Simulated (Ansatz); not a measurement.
# Sn: the cost of one run

Program: Ansatz 0.2.0. Level of theory: DFT LDA, scalar-relativistic, plane waves, PAW. These are calculated values, not measurements.

**1. The system as given**

Symmetry: Fd-3m, No. 227, cubic system. The conventional cell has a = 6.491 Å, b = 6.491 Å, c = 6.491 Å, α = 90.00°, β = 90.00°, γ = 90.00°. Sn (site symmetry -43m) is surrounded by 4 Sn at 2.81 Å.

As a file:

```xyz
2
Lattice="0.0000 3.2456 3.2456 3.2456 0.0000 3.2456 3.2456 3.2456 0.0000" Properties=species:S:1:pos:R:3 pbc="T T T"
Sn    3.2456    3.2456    3.2456
Sn    4.8684    4.8684    4.8684
```

Source of the structure: the Crystallography Open Database.

**2. A first look at the start**

Contents of input.yaml:

```yaml
crystal:
  lattice:
    - [0.0, 3.2456, 3.2456]
    - [3.2456, 0.0, 3.2456]
    - [3.2456, 3.2456, 0.0]
  atoms:
    - { symbol: Sn, position: [0.5, 0.5, 0.5] }
    - { symbol: Sn, position: [0.75, 0.75, 0.75] }
basis:
  ecutwfc: 420
kpoints:
  mp_grid: { grid: [6, 6, 6] }
hamiltonian:
  xc: lda
scf:
  occupations: { method: gaussian, width: 0.1 }
output:
  forces: true
  stress: true
  eigenvalues: true
```

Command:

```bash
> ansatz run input.yaml --threads 1 --pin off --max-ram 1228MiB --backend cpu --events-out ev --progress --plain --runs-dir out
```

What time and memory should one allow on 1 thread of an x86-64 CPU, shared host?

About 2.3 s, with a peak of 0.42 GiB.
